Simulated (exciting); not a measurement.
# WS (I4/mmm) in exciting: notebook

The runs below take WS through single point, with PBE.

Everything below comes from runs of exciting (release sodium). Logs are shortened: lines on timing, memory, paths and dates and some standing lists are left out, and cuts for length are marked.

### Step 1. The crystal as given

It takes space group I4/mmm (No. 139, tetragonal). The conventional cell has a = 4.313 Å, b = 4.313 Å, c = 4.949 Å, α = 90.00°, β = 90.00°, γ = 90.00°. W (site symmetry 4/mmm) is surrounded by 2 S at 2.47 Å. S (site symmetry 4/mmm) is surrounded by 2 W at 2.47 Å.

The cell was built by a generator and needn't be a form met in nature.

### Step 2. Single point, PBE

The input, input.xml:

```xml
<input>
  <title>WS</title>
  <structure speciespath="./" tshift="false">
    <crystal scale="1">
      <basevect>-4.075128757567 4.075128757567 4.676555375045</basevect>
      <basevect>4.075128757567 -4.075128757567 4.676555375045</basevect>
      <basevect>4.075128757567 4.075128757567 -4.676555375045</basevect>
    </crystal>
    <species speciesfile="W.xml" rmt="2.3">
      <atom coord="0.500000000000 0.500000000000 0.000000000000"/>
    </species>
    <species speciesfile="S.xml" rmt="1.9">
      <atom coord="0.000000000000 0.000000000000 0.000000000000"/>
    </species>
  </structure>
  <groundstate do="fromscratch" ngridk="6 6 6" rgkmax="6.5" gmaxvr="14" lmaxapw="10" lmaxmat="10" lmaxvr="8" xctype="GGA_PBE" stype="Gaussian" swidth="0.00099223" nempty="14" ValenceRelativity="iora*" epsengy="1e-05" epspot="1e-05" maxscl="60" tforce="true" outputlevel="normal"/>
</input>
```

Potentials or basis: all-electron LAPW+lo, shipped species files, valence relativity iora*.

Command:

```sh
$ OMP_NUM_THREADS=1 exciting_smp
```

INFO.OUT:

```text
================================================================================
EXCITING SODIUM started
[... 10 lines left out ...]

 Lattice vectors (cartesian) :
     -4.0751287576      4.0751287576      4.6765553750
      4.0751287576     -4.0751287576      4.6765553750
      4.0751287576      4.0751287576     -4.6765553750

 Reciprocal lattice vectors (cartesian) :
     -0.0000000000      0.7709186238      0.6717749287
      0.7709186238     -0.0000000000      0.6717749287
      0.7709186238      0.7709186238      0.0000000000

 Unit cell volume                           :     310.6481295347
 Brillouin zone volume                      :       0.7984925382

 Species :    1 (W)
     parameters loaded from                 :    W.xml
     name                                   :    tungsten
     nuclear charge                         :     -74.00000000
     electronic charge                      :      74.00000000
     atomic mass                            :  335119.81910000
     muffin-tin radius                      :       2.30000000
     # of radial points in muffin-tin       :     450

     atomic positions (lattice) :
       1 :   0.50000000  0.50000000  0.00000000

 Species :    2 (S)
     parameters loaded from                 :    S.xml
     name                                   :    sulphur
     nuclear charge                         :     -16.00000000
     electronic charge                      :      16.00000000
     atomic mass                            :   58452.74216000
     muffin-tin radius                      :       1.90000000
     # of radial points in muffin-tin       :     300

     atomic positions (lattice) :
       1 :   0.00000000  0.00000000  0.00000000

 Total number of atoms per unit cell        :       2

 Spin treatment                             :    spin-unpolarised

 Number of Bravais lattice symmetries       :      16
 Number of crystal symmetries               :      16

 k-point grid                               :       6    6    6
 Total number of k-points                   :      30
 k-point set is reduced with crystal symmetries

 R^MT_min * |G+k|_max (rgkmax)              :       6.50000000
 Species with R^MT_min                      :       2 (S)
 Maximum |G+k| for APW functions            :       3.42105263
 Maximum |G| for potential and density      :      14.00000000

 G-vector grid sizes                        :      36    36    36
 Total number of G-vectors                  :   14441

 Maximum angular momentum used for
     APW functions                          :      10
     computing H and O matrix elements      :      10
     potential and density                  :       8
     inner part of muffin-tin               :       2

 Total nuclear charge                       :     -90.00000000
 Total electronic charge                    :      90.00000000
 Total core charge                          :      56.00000000
 Total valence charge                       :      34.00000000

 Number of empty states                     :      14
 Total number of valence states             :      32

 Maximum Hamiltonian size                   :     252
 Maximum number of plane-waves              :     221
 Total number of local-orbitals             :      31

 Exchange-correlation type                  :      20
     Perdew-Burke-Ernzerhof, Phys. Rev. Lett. 77, 3865 (1996)
     Generalised gradient approximation (GGA)

 Smearing scheme                            :    Gaussian
 Smearing width                             :       0.00099223

 Using multisecant Broyden potential mixing
[... 6 lines left out ...]
* Groundstate module started                                                   *
********************************************************************************
 Output level for this task is set to normal

++++++++++++++++++++++++++++++++++++++++++++++++++++++++++++++++++++++++++++++++
[... 5 lines left out ...]
+ SCF iteration number :    1                                                  +
++++++++++++++++++++++++++++++++++++++++++++++++++++++++++++++++++++++++++++++++
 Total energy                               :    -16550.76515088
 _______________________________________________________________
 Fermi energy                               :         0.29045130
 Kinetic energy                             :     18625.63400132
 Coulomb energy                             :    -34825.75420464
 Exchange energy                            :      -345.54306345
 Correlation energy                         :        -5.10188412

 DOS at Fermi energy (states/Ha/cell)       :       101.17186187

 Electron charges :
     core                                   :        56.00000000
     core leakage                           :         0.00051517
     valence                                :        34.00000000
     interstitial                           :         5.64830355
     charge in muffin-tin spheres :
                  atom     1     W          :        70.68110513
                  atom     2     S          :        13.67059132
     total charge in muffin-tins            :        84.35169645
     total charge                           :        90.00000000

++++++++++++++++++++++++++++++++++++++++++++++++++++++++++++++++++++++++++++++++
+ SCF iteration number :    2                                                  +
++++++++++++++++++++++++++++++++++++++++++++++++++++++++++++++++++++++++++++++++
 Total energy                               :    -16564.91387384
 _______________________________________________________________
 Fermi energy                               :         0.27081493
 Kinetic energy                             :     18615.09622765
 Coulomb energy                             :    -34829.19193986
 Exchange energy                            :      -345.71307172
 Correlation energy                         :        -5.10508990

 DOS at Fermi energy (states/Ha/cell)       :       260.08569028

 Electron charges :
     core                                   :        56.00000000
     core leakage                           :         0.00051962
     valence                                :        34.00000000
     interstitial                           :         5.54989326
     charge in muffin-tin spheres :
                  atom     1     W          :        70.98895001
                  atom     2     S          :        13.46115674
     total charge in muffin-tins            :        84.45010674
     total charge                           :        90.00000000
[... 412 lines left out ...]
++++++++++++++++++++++++++++++++++++++++++++++++++++++++++++++++++++++++++++++++
+ SCF iteration number :   17                                                  +
++++++++++++++++++++++++++++++++++++++++++++++++++++++++++++++++++++++++++++++++
 Total energy                               :    -16565.20049795
 _______________________________________________________________
 Fermi energy                               :         0.26029067
 Kinetic energy                             :     18614.03675774
 Coulomb energy                             :    -34828.42745919
 Exchange energy                            :      -345.70542963
 Correlation energy                         :        -5.10436686

 DOS at Fermi energy (states/Ha/cell)       :       238.62706640

 Electron charges :
     core                                   :        56.00000000
     core leakage                           :         0.00051131
     valence                                :        34.00000000
     interstitial                           :         5.52339102
     charge in muffin-tin spheres :
                  atom     1     W          :        71.00167323
                  atom     2     S          :        13.47493575
     total charge in muffin-tins            :        84.47660898
     total charge                           :        90.00000000

 RMS change in effective potential (target) :  0.168477E-08  ( 0.100000E-04)
 Absolute change in total energy   (target) :  0.193828E-06  ( 0.100000E-04)
 Charge distance                   (target) :  0.885593E-09  ( 0.100000E-04)
 Abs. change in max-nonIBS-force   (target) :   0.00000      ( 0.500000E-04)

++++++++++++++++++++++++++++++++++++++++++++++++++++++++++++++++++++++++++++++++
| Convergency criteria checked for the last 2 iterations                       +
| Convergence targets achieved. Performing final SCF iteration                 +
++++++++++++++++++++++++++++++++++++++++++++++++++++++++++++++++++++++++++++++++
 Total energy                               :    -16565.20049810
 _______________________________________________________________
 Fermi energy                               :         0.26029067
 Kinetic energy                             :     18614.03675751
 Coulomb energy                             :    -34828.42745911
 Exchange energy                            :      -345.70542964
 Correlation energy                         :        -5.10436686

 DOS at Fermi energy (states/Ha/cell)       :       238.62704181

 Electron charges :
     core                                   :        56.00000000
     core leakage                           :         0.00051131
     valence                                :        34.00000000
     interstitial                           :         5.52339101
     charge in muffin-tin spheres :
                  atom     1     W          :        71.00167325
                  atom     2     S          :        13.47493575
     total charge in muffin-tins            :        84.47660899
     total charge                           :        90.00000000

++++++++++++++++++++++++++++++++++++++++++++++++++++++++++++++++++++++++++++++++
+ Self-consistent loop stopped                                                 +
++++++++++++++++++++++++++++++++++++++++++++++++++++++++++++++++++++++++++++++++
 STATE.OUT is written

--------------------------------------------------------------------------------
- Writing atomic positions and forces                                          -
--------------------------------------------------------------------------------

 Atomic positions (lattice) :
 atom     1   W  :     0.50000000    0.50000000    0.00000000
 atom     2   S  :     0.00000000    0.00000000    0.00000000

 Total atomic forces including IBS (cartesian) :
 atom     1   W  :     0.00000000    0.00000000    0.00000000
 atom     2   S  :     0.00000000    0.00000000   -0.00000000

 Atomic force components including IBS (cartesian) :
 atom     1   W  :     0.00000000    0.00000000    0.00000000   HF force
                 :     0.00000000    0.00000000    0.00000000   core correction
                 :     0.00000000    0.00000000    0.00000000   IBS correction
 atom     2   S  :     0.00000000   -0.00000000   -0.00000000   HF force
                 :     0.00000000   -0.00000000   -0.00000000   core correction
                 :     0.00000000   -0.00000000   -0.00000000   IBS correction

********************************************************************************
* Groundstate module stopped                                                   *
********************************************************************************

--------------------------------------------------------------------------------
- CAUTION! Warnings have been written in file WARNING.OUT !                    -
--------------------------------------------------------------------------------
================================================================================
| EXCITING SODIUM stopped                                                      =
================================================================================
```

It took 65 s on 1 thread of Arm Neoverse V2, shared host; peak memory 0.14 GiB.

Results:

```
Free energy                                       : -450762.0722 eV
Band gap on the k mesh                            : none (metal or under the smearing width)
All electrons inside the program's atomic spheres : W 71.00; S 13.47 (radii W 2.3, S 1.9 bohr)
```

Caveat: rgkmax is low for these elements, so energy differences scatter by about 1 meV per atom; the log's total energy holds no entropy term; the free energy is that total less TS from the occupations.

(Continued in part 2 of 2.)
